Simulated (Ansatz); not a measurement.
# ZrAl3N4: the cost of one run

Method: DFT PBE, scalar-relativistic, plane waves, PAW, in Ansatz 0.2.0.

1 further run of the same task is left out (it didn't finish).

### 1 The system as given

Symmetry: P-6m2, No. 187, hexagonal system. Conventional cell: a = 3.276 Å, b = 3.276 Å, c = 11.287 Å, α = 90.00°, β = 90.00°, γ = 120.00°. Zr (site symmetry -6m2) has 6 N at 2.36 Å as nearest neighbours. Al (site symmetry -6m2) has 6 N at 2.36 Å as nearest neighbours. Al (site symmetry 3m) has 6 N at 2.36 Å as nearest neighbours. Around N (site symmetry 3m) lie 3 Al at 2.36 Å and 3 Zr at 2.36 Å. N (site symmetry 3m) is surrounded by 6 Al at 2.36 Å.

Coordinates:

```cif
data_structure
_symmetry_space_group_name_H-M 'P 1'
_symmetry_Int_Tables_number 1
_cell_length_a 3.2762
_cell_length_b 3.2762
_cell_length_c 11.2866
_cell_angle_alpha 90.000
_cell_angle_beta 90.000
_cell_angle_gamma 120.000
_cell_volume 104.91
loop_
_atom_site_label
_atom_site_type_symbol
_atom_site_fract_x
_atom_site_fract_y
_atom_site_fract_z
_atom_site_occupancy
Zr1 Zr 0.33333 0.66667 0.00000 1
Al1 Al 0.33333 0.66667 0.50000 1
Al2 Al 0.66667 0.33333 0.25000 1
Al3 Al 0.66667 0.33333 0.75000 1
N1 N 0.00000 0.00000 0.87500 1
N2 N 0.00000 0.00000 0.37500 1
N3 N 0.00000 0.00000 0.12500 1
N4 N 0.00000 0.00000 0.62500 1
```

The start is an ordering of an alloy on its end members' structure types: elements ordered on the sites of the ZrN type, Zr/Al on Zr (P-6m2, No. 187).

### 2 A first look at the guess

The input, input.yaml:

```yaml
crystal:
  lattice:
    - [3.27615458, 0.0, 0.0]
    - [-1.63807729, 2.83723309, 0.0]
    - [0.0, 0.0, 11.28664052]
  atoms:
    - { symbol: Zr, position: [0.33333333, 0.66666667, 0.0] }
    - { symbol: Al, position: [0.33333333, 0.66666667, 0.5] }
    - { symbol: Al, position: [0.66666667, 0.33333333, 0.25] }
    - { symbol: Al, position: [0.66666667, 0.33333333, 0.75] }
    - { symbol: "N", position: [0.0, 0.0, 0.875] }
    - { symbol: "N", position: [0.0, 0.0, 0.375] }
    - { symbol: "N", position: [0.0, 0.0, 0.125] }
    - { symbol: "N", position: [0.0, 0.0, 0.625] }
basis:
  ecutwfc: 420
kpoints:
  mp_grid: { grid: [6, 6, 2] }
hamiltonian:
  xc: pbe
scf:
  occupations: { method: gaussian, width: 0.1 }
  lower_state_search: "off"
output:
  forces: true
  stress: true
  eigenvalues: true
```

On the command line:

```bash
ansatz run input.yaml --threads 1 --pin off --max-ram 2560MiB --backend cpu --events-out ev --progress --plain --runs-dir out
```

What time and memory should one allow on 1 thread of Intel Xeon at 2.50GHz (Skylake/Cascade Lake), shared host?

About 7.9 s, with a peak of 0.36 GiB.
